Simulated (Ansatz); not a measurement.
**CH₆ClGaSi: a ladder of functionals and wavefunction methods**

The task here is to estimate one member of a computed series from the others.

The runs use Ansatz 0.2.0, Gaussian basis; functionals in def2-TZVPP, the program's frozen cores in correlated methods.

Plan: LDA (SPW92), PBE-D4, revPBE-D4, BLYP-D4, r2SCAN-D4, B97M-V, PBE0-D4, B3LYP-D4, r2SCANh-D4, r2SCAN0-D4, HSE06-D4, BHLYP-D4, CAM-B3LYP-D4, LC-ωPBE, ωB97X-V, ωB97M-V, B2PLYP, PBE-QIDH; CCSD(T)/def2-SVP; CCSD(T)/def2-TZVPP; MP2/def2-QZVPP; extrapolation to the limit; RPA on PBE.

1 further run of the same task is left out (it didn't finish).

**The geometry**

An earlier PBE0-D4 in a triple-zeta def2 set relaxation fixed the geometry.

SMILES `C[SiH2][GaH][Cl]`, 10 atoms, charge 0, spin multiplicity 1.

Atoms are counted from 1 here; the program's logs count them from 0.

Bond lengths: C1–Si2 1.877 Å, C1–H5 1.092 Å, C1–H6 1.092 Å, C1–H7 1.092 Å, Si2–Ga3 2.407 Å, Si2–H8 1.490 Å, Si2–H9 1.490 Å, Ga3–Cl4 2.165 Å, Ga3–H10 1.568 Å. Angles: Si2–C1–H5 111.0°, Si2–C1–H6 110.5°, Si2–C1–H7 111.0°, H5–C1–H6 108.1°, H5–C1–H7 108.0°, H6–C1–H7 108.1°, C1–Si2–Ga3 113.5°, C1–Si2–H8 110.4°, C1–Si2–H9 110.4°, Ga3–Si2–H8 107.4°, Ga3–Si2–H9 107.4°, H8–Si2–H9 107.4°, Si2–Ga3–Cl4 114.3°, Si2–Ga3–H10 133.2°, Cl4–Ga3–H10 112.5°.

As a file:

```
C     0.0168    1.6063    0.5356
Si   -0.5863    0.1168   -0.4346
Ga    0.7065   -1.8754   -0.0405
Cl    0.0315   -3.6101   -1.1451
H    -0.0262    1.4174    1.6103
H    -0.6031    2.4794    0.3196
H     1.0491    1.8508    0.2766
H    -2.0011   -0.1943   -0.0842
H    -0.5394    0.3952   -1.8979
H     1.9521   -2.1861    0.8602
```

The first run:

in.yaml reads:

```yaml
crystal:
  periodic: [false, false, false]
  atoms:
    - {symbol: C, position_ang: [0.016800, 1.606283, 0.535607]}
    - {symbol: Si, position_ang: [-0.586314, 0.116801, -0.434566]}
    - {symbol: Ga, position_ang: [0.706499, -1.875390, -0.040501]}
    - {symbol: Cl, position_ang: [0.031528, -3.610148, -1.145109]}
    - {symbol: H, position_ang: [-0.026205, 1.417370, 1.610327]}
    - {symbol: H, position_ang: [-0.603105, 2.479435, 0.319570]}
    - {symbol: H, position_ang: [1.049120, 1.850785, 0.276569]}
    - {symbol: H, position_ang: [-2.001084, -0.194321, -0.084176]}
    - {symbol: H, position_ang: [-0.539375, 0.395249, -1.897921]}
    - {symbol: H, position_ang: [1.952137, -2.186074, 0.860201]}
basis:
  gaussian: {orbitals: def2-TZVPP}
hamiltonian: {xc: lda}
output: {orbitals: {seedname: orbitals}}
```

Among the steps run: LDA; PBE-D4 (GGA); revPBE-D4 (GGA); BLYP-D4 (GGA); r2SCAN-D4 (meta-GGA); B97M-V (meta-GGA); PBE0-D4 (hybrid); B3LYP-D4 (hybrid); r2SCANh-D4 (hybrid); r2SCAN0-D4 (hybrid); HSE06-D4 (hybrid); BHLYP-D4 (hybrid); CAM-B3LYP-D4 (range-separated); LC-ωPBE (range-separated); ωB97X-V (range-separated); ωB97M-V (range-separated); B2PLYP (double hybrid); PBE-QIDH (double hybrid).

One table of the session follows, with a row left open; its other results are not shown here.

It belongs to the step «Frontier levels by functional». 

```
  functional  HOMO (eV)  LUMO (eV)  gap (eV)
 LDA (SPW92)      -6.52      -2.97      3.55
      PBE-D4      -6.42      -2.72      3.70
   revPBE-D4      -6.38      -2.61      3.77
     BLYP-D4      -6.28      -2.63      3.65
   r2SCAN-D4          ?          ?         ?
      B97M-V      -6.79      -2.71      4.08
     PBE0-D4      -7.56      -1.97      5.58
    B3LYP-D4      -7.35      -2.21      5.15
  r2SCANh-D4      -7.11      -2.28      4.83
  r2SCAN0-D4      -7.73      -1.88      5.85
    HSE06-D4      -7.16      -2.34      4.83
    BHLYP-D4      -8.58      -1.21      7.36
CAM-B3LYP-D4      -8.82      -1.05      7.77
     LC-ωPBE     -10.12       0.08     10.20
     ωB97X-V      -9.79      -0.06      9.74
     ωB97M-V      -9.59      -0.25      9.34
```

Estimate the missing values for r2SCAN-D4.

Worked estimate for «HOMO (eV)». Against the share of exact exchange, r2SCANh-D4 (0.1, -7.11), r2SCAN0-D4 (0.25, -7.73) give a slope of -4.13 per unit share; at 0 the line stands at -6.70.

The run gave: HOMO (eV): -6.69; LUMO (eV): -2.55; gap (eV): 4.14. In «HOMO (eV)» the line misses by -0.01.
